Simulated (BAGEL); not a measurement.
# singlet [MoO3]2+: a chain of runs

We compute a single-point energy (singlet [MoO3]2+, HF/x2c-SVPall-2c), then energy and gradient (singlet MoO3, CASSCF(6,5)/ANO-RCC-MB) of MoO3. 

Program for the calculation: BAGEL 1.2.2.

2 further runs of the same task are left out: 2 that didn't finish.

### 1 Starting point

[MoO3]2+: 4 atoms, total charge +2, spin state singlet. SMILES of the parent species: `[O]=[Mo](=[O])=[O]`. The coordinates come from a PBE0-D4/def2-TZVP relaxation. That shape belongs to the parent species and isn't relaxed for this state.

Bond lengths: O1–Mo2 1.692 Å, Mo2–O3 1.692 Å, Mo2–O4 1.692 Å. Angles: O1–Mo2–O3 110.3°, O1–Mo2–O4 110.3°, O3–Mo2–O4 110.3°.

### 2 A single-point energy at HF/x2c-SVPall-2c (DKH2, density fitting with AutoAux) (run 1)

Input file input.json:

```json
{ "bagel": [

{
  "title": "molecule",
  "basis": "x2c-svpall-2c.json",
  "df_basis": "x2c-svpall-2c-autoaux.json",
  "angstrom": "true",
  "dkh": "true",
  "geometry": [
    { "atom": "O", "xyz": [      -0.968000,      -0.149800,       1.262500 ] },
    { "atom": "Mo", "xyz": [      -0.138100,      -0.336500,      -0.200300 ] },
    { "atom": "O", "xyz": [       1.507000,      -0.607600,       0.088800 ] },
    { "atom": "O", "xyz": [      -0.345200,       1.033600,      -1.171400 ] }
  ]
},

{ "title": "hf", "charge": 2 },

{ "title": "print", "file": "orbitals.molden", "orbitals": "true" }

]}
```

The basis set x2c-SVPall-2c is read from a file made from the Basis Set Exchange's data (not shown).

Launch:

```sh
BAGEL_NUM_THREADS=1 BAGEL input.json > input.out
```

What it wrote:

```text
* using 1 threads per process

  ===============================================================
  ===============================================================

  *** Geometry ***

  { "atom" : "O", "xyz" : [     -1.829255,     -0.283081,      2.385779 ] },
  { "atom" : "Mo", "xyz" : [     -0.260971,     -0.635893,     -0.378512 ] },
  { "atom" : "O", "xyz" : [      2.847817,     -1.148198,      0.167808 ] },
  { "atom" : "O", "xyz" : [     -0.652333,      1.953221,     -2.213625 ] },

  Number of auxiliary basis functions:      824

  Since a DF basis is specified, we compute 2- and 3-index integrals:
    o Being stored without compression. Storage requirement is 0.078 GB

  Number of basis functions:      109
  Number of electrons      :       66

    * METHOD: MOLECULE                             0.59

  *** RHF ***

  === Nuclear Repulsion ===
   351.8158048753

      * DIIS with orbital gradients will be used.

  === RHF iteration (x2c-svpall-2c.json) ===
      0      -4267.75552758          0.02938113           0.21
      1      -4265.84477297          0.07091077           0.19
      2      -4268.41060602          0.00720867           0.19
      3      -4268.41582614          0.00725606           0.19
      4      -4268.45417689          0.00156910           0.21
      5      -4268.46006018          0.00111907           0.20
      6      -4268.46298567          0.00088208           0.19
      7      -4268.46528638          0.00050667           0.20
      8      -4268.46634284          0.00029708           0.19
      9      -4268.46664855          0.00026445           0.19
     10      -4268.46688074          0.00023928           0.19
     11      -4268.46711924          0.00016560           0.19
     12      -4268.46727910          0.00015063           0.21
     13      -4268.46737109          0.00013574           0.20
     14      -4268.46748077          0.00013078           0.19
     15      -4268.46752724          0.00012108           0.19
     16      -4268.46759356          0.00012838           0.19
     17      -4268.46742950          0.00011609           0.21
     18      -4268.46707499          0.00008895           0.21
     19      -4268.46676464          0.00007524           0.21
     20      -4268.46674084          0.00005788           0.20
     21      -4268.46673665          0.00004863           0.20
     22      -4268.46672656          0.00004724           0.19
     23      -4268.46673781          0.00003792           0.19
     24      -4268.46673973          0.00003672           0.20
     25      -4268.46674777          0.00003598           0.20
     26      -4268.46675326          0.00003568           0.21
[... 60 lines of this table left out ...]
     87      -4268.46653090          0.00002133           0.19
     88      -4268.46652425          0.00001874           0.19
     89      -4268.46652877          0.00002017           0.20
     90      -4268.46652212          0.00001859           0.22
     91      -4268.46652634          0.00001932           0.20
     92      -4268.46652116          0.00001734           0.20
     93      -4268.46652265          0.00001834           0.19
     94      -4268.46652095          0.00001834           0.20
     95      -4268.46651988          0.00001813           0.19
     96      -4268.46651883          0.00001831           0.21
     97      -4268.46651873          0.00001821           0.21
     98      -4268.46651960          0.00001748           0.21
     99      -4268.46651970          0.00001832           0.19
    * Max iteration reached in SCF.

    * Permanent dipole moment:
           (    0.355937,     1.169021,     0.496248) a.u.

    * METHOD: HF                                  20.71

    * METHOD: PRINT                                0.01

  ===============================================================
```

Wall time 22 s (1 thread of Intel Xeon 6975P-C (Granite Rapids), shared host); peak memory 0.26 GiB.

The run stopped without converging.

### 3 Singlet neutral MoO3: energy and gradient at CASSCF(6,5)/ANO-RCC-MB (DKH2, density fitting with AutoAux, 5 states averaged) (run 2)

Input file input.json:

```json
{ "bagel" : [

{
  "title" : "molecule",
  "basis" : "ano-rcc-mb.json",
  "df_basis" : "ano-rcc-mb-autoaux.json",
  "angstrom" : true,
  "dkh" : true,
  "geometry" : [
    { "atom" : "O", "xyz" : [   -0.968000,   -0.149800,    1.262500 ] },
    { "atom" : "Mo", "xyz" : [   -0.138100,   -0.336500,   -0.200300 ] },
    { "atom" : "O", "xyz" : [    1.507000,   -0.607600,    0.088800 ] },
    { "atom" : "O", "xyz" : [   -0.345200,    1.033600,   -1.171400 ] }
  ]
},
{ "title" : "hf" },
{
  "title" : "force",
  "target" : 0,
  "method" : [
    {
      "title" : "casscf",
      "nstate" : 5,
      "nact" : 5,
      "nclosed" : 30,
      "active" : [25, 27, 28, 35, 36],
      "maxiter" : 200,
      "natocc" : true
    }
  ]
}

]}
```

The basis set ANO-RCC-MB is read from a file made from the Basis Set Exchange's data (not shown).

Launch:

```sh
BAGEL_NUM_THREADS=1 BAGEL input.json > input.out
```

What it wrote:

```text
* using 1 threads per process

  ===============================================================
  ===============================================================

  *** Geometry ***

  { "atom" : "O", "xyz" : [     -1.829255,     -0.283081,      2.385779 ] },
  { "atom" : "Mo", "xyz" : [     -0.260971,     -0.635893,     -0.378512 ] },
  { "atom" : "O", "xyz" : [      2.847817,     -1.148198,      0.167808 ] },
  { "atom" : "O", "xyz" : [     -0.652333,      1.953221,     -2.213625 ] },

  Number of auxiliary basis functions:      737

  Since a DF basis is specified, we compute 2- and 3-index integrals:
    o Being stored without compression. Storage requirement is 0.010 GB

  Number of basis functions:       42
  Number of electrons      :       66

    * METHOD: MOLECULE                             0.49

  *** RHF ***

  === Nuclear Repulsion ===
   351.8158048753

      * DIIS with orbital gradients will be used.

  === RHF iteration (ano-rcc-mb.json) ===
      0      -4269.57451811          0.03742174           0.06
      1      -4268.90369060          0.06372299           0.05
      2      -4270.17703173          0.00356912           0.05
[... 20 lines of this table left out ...]
     23      -4270.18863101          0.00000001           0.07
    * SCF iteration converged.

    * Permanent dipole moment:
           (    0.777391,     1.643646,     0.998167) a.u.

    * METHOD: HF                                   1.78

  The gradients will be computed analytically.
  ---------------------------
      CASSCF calculation
  ---------------------------

    ==== Active orbitals : =====
         Orbital 25
         Orbital 27
         Orbital 28
         Orbital 35
         Orbital 36
    ============================

    * nstate   :      5
    * nclosed  :     30
    * nact     :      5
    * nvirt    :      7
  === CASSCF iteration (ano-rcc-mb.json) ===

    * Using the second-order algorithm

[... 6 lines left out ...]
    * Second-order optimization converged. *
[... 15 lines left out ...]
     * ci vector, state   0, <S^2> = -0.0000
[... 30 lines left out ...]
     * ci vector, state   1, <S^2> = 0.0000
[... 30 lines left out ...]
     * ci vector, state   2, <S^2> = 0.0000
[... 38 lines left out ...]
     * ci vector, state   3, <S^2> = -0.0000
[... 39 lines left out ...]
       .22.2    -0.0614264023
       ba2.2    -0.0579731918
       ab2.2    -0.0579731918
       baa2b     0.0577147521
       abb2a     0.0577147521
       2a.2b     0.0552307266
       2b.2a     0.0552307266
       2.2.2     0.0528085168
       .b2a2    -0.0502303235
       .a2b2    -0.0502303235

     * ci vector, state   4, <S^2> = 0.0000
       2a2b.    -0.4407511054
       2b2a.    -0.4407511054
       2b2.a     0.3179066035
       2a2.b     0.3179066035
       22.2.    -0.2432272495
       22b.a     0.2273663488
       22a.b     0.2273663488
       22ab.    -0.1671241757
       22ba.    -0.1671241757
       2.2.2     0.1601074295
       a2b2.    -0.1070912030
       b2a2.    -0.1070912030
       a22.b     0.1038633222
       b22.a     0.1038633222
       222..    -0.0997382219
       ab22.    -0.0954575435
       ba22.    -0.0954575435
       2.2ba    -0.0813850210
       2.2ab    -0.0813850210
       2ba2.    -0.0718141455
       2ab2.    -0.0718141455
       a2abb    -0.0703837979
       b2baa    -0.0703837979
       22..2     0.0665573282
       22.ab     0.0619225969
       22.ba     0.0619225969
       2abab     0.0598252795
       2baba     0.0598252795
       b2aab     0.0565119796
       a2bba     0.0565119796
       2ab.2    -0.0522348516
       2ba.2    -0.0522348516
    * Permanent dipole moment: Unrelaxed
           (    1.086872,     1.192519,     0.946277) a.u.

  === CASSCF Z-vector iteration ===

         0      0.0013950193     0.0017068796      0.19
         1      0.0011134682     0.0019434153      0.18
         2      0.0009508424     0.0019244561      0.17
[... 96 lines of this table left out ...]
        99      0.0000015120     0.0000037206      0.17
    * Permanent dipole moment: Relaxed
           (    1.255816,     1.572153,     1.171720) a.u.

  * Nuclear energy gradient

    o Atom   0
        x          0.0743117510
        y         -0.0190385558
        z         -0.1217396129
    o Atom   1
        x         -0.0463363694
        y          0.1408864842
        z          0.0378656756
    o Atom   2
        x         -0.0468785232
        y          0.0061839766
        z         -0.0037176043
    o Atom   3
        x          0.0189031416
        y         -0.1280319055
        z          0.0875915412
  * Gradient computed with                             22.53

    * METHOD: FORCE                               41.39

  ===============================================================
```

Wall time 44 s (1 thread of Intel Xeon 6975P-C (Granite Rapids), shared host); peak memory 0.18 GiB.

The roots found:

```
excited state  energy (eV)
            1        2.083
            2        4.001
            3        4.575
            4        4.859
```

### 4 Results

```
                                                               quantity                      value
                  singlet neutral MoO3: energy of the lowest of 5 roots             -4270.27853 Eh
                      singlet neutral MoO3: dipole moment (lowest root)                     5.92 D
                         singlet neutral MoO3: largest force on an atom                 8.036 eV/Å
singlet neutral MoO3: lowest excitation energy within this active space                    2.08 eV
                                                run 1, HF/x2c-SVPall-2c  no result (not converged)
```

What this shows: The orbitals (singlet neutral MoO3) are averaged over several states, so each root lies above its own optimum (it can stand above Hartree-Fock), and forces and dipoles share that bias. The largest force (singlet neutral MoO3) is 8.04 eV/Å: too large for a shape near rest, so the state or the gradient is in doubt. Excitation energies in a minimal basis are rough. 1 of the 2 runs did not end normally.
